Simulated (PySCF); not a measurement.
# Cu: excitation energy in aug-cc-pVTZ-DK

Each state of copper is computed at each level; their differences give the excitation energy. How far do the methods differ?

The numbers are computed with PySCF 2.14.0 (unrestricted determinants in a Gaussian basis, no spin-orbit coupling in the energies), except any that are marked as measured or tabulated.

### Step 1. The system

| Quantity | Value |
| --- | --- |
| Element | copper (Z = 29) |
| Basis | aug-cc-pVTZ-DK |
| Hamiltonian | the spin-free X2C one-electron Hamiltonian (Gaussian nucleus) |
| State 1 | Cu: [Ar] 3d9 4s2, 2D determinant (an excited configuration) |
| Needed too, but not shown | Cu [Ar] 3d10 4s1 (2S) |
| Methods | UHF, LDA, PBE, PBE0, r2SCAN, M06-2X, PW91, wB97M-V, B97-3, MP2 |
| Core shells frozen in the correlated runs | valence: [Ar] (for Cu) |

Outer shells as boxes (Hund's rule):

Cu [Ar] 3d9 4s2
```
[Ar] core
3d [↑↓][↑↓][↑↓][↑↓][↑ ]
4s [↑↓]
```

The runs were made by one driver on top of PySCF. The scripts below sum up each run's settings (the driver also hands on starting orbitals that pick excited configurations, and frozen orbitals as a list rather than a count), and the logs come from the driver's own runs. The driver starts from symmetry-adapted Hartree-Fock orbitals, holds the occupation by maximum overlap and uses a logarithmic radial grid for functionals, so a plain start would take other cycles.

The integrals over 93 functions and the set-up took 1.9 s of CPU time.

### Step 2. Cu [Ar] 3d9 4s2

#### UHF

Input file input.py:

```python
from pyscf import gto, scf, dft, mp, cc
import basis_set_exchange as bse
mol = gto.M(atom="Cu 0 0 0", charge=0, spin=1, symmetry="D2h",
            basis=gto.basis.parse(bse.get_basis("aug-cc-pVTZ-DK", elements=["Cu"], fmt="nwchem")),
            nucmod="G")
mf = scf.UHF(mol).sfx2c1e()
mf.irrep_nelec = {'Ag': (6, 5), 'B1g': (1, 1), 'B2g': (1, 1), 'B3g': (1, 1), 'B1u': (2, 2), 'B2u': (2, 2), 'B3u': (2, 2)}
mf.kernel()
```

#### LDA

Changes to input.py:

```diff
@@ -5,3 +5,3 @@
             nucmod="G")
-mf = scf.UHF(mol).sfx2c1e()
+mf = dft.UKS(mol, xc="LDA,VWN").sfx2c1e()
 mf.irrep_nelec = {'Ag': (6, 5), 'B1g': (1, 1), 'B2g': (1, 1), 'B3g': (1, 1), 'B1u': (2, 2), 'B2u': (2, 2), 'B3u': (2, 2)}
```

#### PBE

Changes to input.py:

```diff
@@ -5,3 +5,3 @@
             nucmod="G")
-mf = dft.UKS(mol, xc="LDA,VWN").sfx2c1e()
+mf = dft.UKS(mol, xc="PBE").sfx2c1e()
 mf.irrep_nelec = {'Ag': (6, 5), 'B1g': (1, 1), 'B2g': (1, 1), 'B3g': (1, 1), 'B1u': (2, 2), 'B2u': (2, 2), 'B3u': (2, 2)}
```

#### PBE0

Changes to input.py:

```diff
@@ -5,3 +5,3 @@
             nucmod="G")
-mf = dft.UKS(mol, xc="PBE").sfx2c1e()
+mf = dft.UKS(mol, xc="PBE0").sfx2c1e()
 mf.irrep_nelec = {'Ag': (6, 5), 'B1g': (1, 1), 'B2g': (1, 1), 'B3g': (1, 1), 'B1u': (2, 2), 'B2u': (2, 2), 'B3u': (2, 2)}
```

#### r2SCAN

Changes to input.py:

```diff
@@ -5,3 +5,3 @@
             nucmod="G")
-mf = dft.UKS(mol, xc="PBE0").sfx2c1e()
+mf = dft.UKS(mol, xc="R2SCAN").sfx2c1e()
 mf.irrep_nelec = {'Ag': (6, 5), 'B1g': (1, 1), 'B2g': (1, 1), 'B3g': (1, 1), 'B1u': (2, 2), 'B2u': (2, 2), 'B3u': (2, 2)}
```

#### M06-2X

Changes to input.py:

```diff
@@ -5,3 +5,3 @@
             nucmod="G")
-mf = dft.UKS(mol, xc="R2SCAN").sfx2c1e()
+mf = dft.UKS(mol, xc="M062X").sfx2c1e()
 mf.irrep_nelec = {'Ag': (6, 5), 'B1g': (1, 1), 'B2g': (1, 1), 'B3g': (1, 1), 'B1u': (2, 2), 'B2u': (2, 2), 'B3u': (2, 2)}
```

#### PW91

Changes to input.py:

```diff
@@ -5,3 +5,3 @@
             nucmod="G")
-mf = dft.UKS(mol, xc="M062X").sfx2c1e()
+mf = dft.UKS(mol, xc="PW91,PW91").sfx2c1e()
 mf.irrep_nelec = {'Ag': (6, 5), 'B1g': (1, 1), 'B2g': (1, 1), 'B3g': (1, 1), 'B1u': (2, 2), 'B2u': (2, 2), 'B3u': (2, 2)}
```

#### wB97M-V

Changes to input.py:

```diff
@@ -5,3 +5,3 @@
             nucmod="G")
-mf = dft.UKS(mol, xc="PW91,PW91").sfx2c1e()
+mf = dft.UKS(mol, xc="WB97M_V").sfx2c1e()
 mf.irrep_nelec = {'Ag': (6, 5), 'B1g': (1, 1), 'B2g': (1, 1), 'B3g': (1, 1), 'B1u': (2, 2), 'B2u': (2, 2), 'B3u': (2, 2)}
```

#### B97-3

Changes to input.py:

```diff
@@ -5,3 +5,3 @@
             nucmod="G")
-mf = dft.UKS(mol, xc="WB97M_V").sfx2c1e()
+mf = dft.UKS(mol, xc="HYB_GGA_XC_B97_3").sfx2c1e()
 mf.irrep_nelec = {'Ag': (6, 5), 'B1g': (1, 1), 'B2g': (1, 1), 'B3g': (1, 1), 'B1u': (2, 2), 'B2u': (2, 2), 'B3u': (2, 2)}
```

### Step 3. Cu [Ar] 3d9 4s2, continued

#### MP2 (valence)

input.py: that of step 2 with these lines changed.

```diff
@@ -5,4 +5,5 @@
             nucmod="G")
-mf = dft.UKS(mol, xc="HYB_GGA_XC_B97_3").sfx2c1e()
+mf = scf.UHF(mol).sfx2c1e()
 mf.irrep_nelec = {'Ag': (6, 5), 'B1g': (1, 1), 'B2g': (1, 1), 'B3g': (1, 1), 'B1u': (2, 2), 'B2u': (2, 2), 'B3u': (2, 2)}
 mf.kernel()
+mp.UMP2(mf, frozen=9).kernel()
```

What does the calculation give?

The runs gave:

| quantity | value |
| --- | --- |
| excitation energy, Cu → [Ar] 3d9 4s2 | UHF -0.233, MP2 (valence) 2.259 eV; reference 1.490 |

Accuracy by level (over 1 difference):

```
           method  mean absolute miss against the measured value (with the measured fine structure taken into account where it is known) (eV)
              UHF                                                                                                                       1.723
              LDA                                                                                                                       0.609
              PBE                                                                                                                       0.334
             PBE0                                                                                                                       0.107
           r2SCAN                                                                                                                       0.006
           M06-2X                                                                                                                       0.508
             PW91                                                                                                                       0.358
          wB97M-V                                                                                                                       0.236
            B97-3                                                                                                                       0.250
    MP2 (valence)                                                                                                                       0.768
SCS-MP2 (valence)                                                                                                                       0.285
```

What this shows: Against experiment r2SCAN comes closest (off by 0.01 eV) and UHF is farthest (1.72 eV). PBE is off by +0.33 eV. All values hold for this basis alone; no basis-set limit was taken.
